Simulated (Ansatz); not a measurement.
# NaGe− (singlet): geometry optimisation

Aim: relax a generated start of NaGe− (singlet) and see which bonds hold.

Program: Ansatz 0.2.0, Gaussian basis. Level of theory: RKS PBE0/def2-TZVPD. These are calculated values, not measurements.

## Step 1: The starting structure

2 atoms, charge -1, spin multiplicity 1.

Atoms are counted from 1 here; the program's logs count them from 0.

Bond lengths: Ge1–Na2 2.604 Å.

The start is set by covalent radii. Sticks and bond lists go by distance. No spin-orbit coupling is included. 

## Step 2: Relaxation

The input, in.yaml:

```yaml
crystal:
  periodic: [false, false, false]
  atoms:
    - {symbol: Ge, position_ang: [0.000000, 0.000000, 0.000000]}
    - {symbol: Na, position_ang: [0.000000, 0.000000, 2.604000]}
basis:
  gaussian: {orbitals: def2-TZVPD}
total_charge: -1
hamiltonian: {xc: pbe0}
relax: {f_tol: 0.004, max_steps: 80}
```

The run is started by

```sh
> ansatz run in.yaml --threads 1 --pin off --events-out ev --progress --plain --max-ram 2176MiB
```

Before running it: what results should come out? Wanted: energy gained; shift from the start; total energy.

**Answer**, as computed:

| quantity | value |
| --- | --- |
| steps | 5 |
| energy gained | 0.077 eV |
| shift from the start (rms) | 0.109 Å |
| total energy | -60922.8759 eV |

The bonds of the start are those of the end. Ge1–Na2 went from 2.604 to 2.822 Å. No vibrations were run, so this is a stationary point, not a proven minimum, and this spin need not be the ground state's.
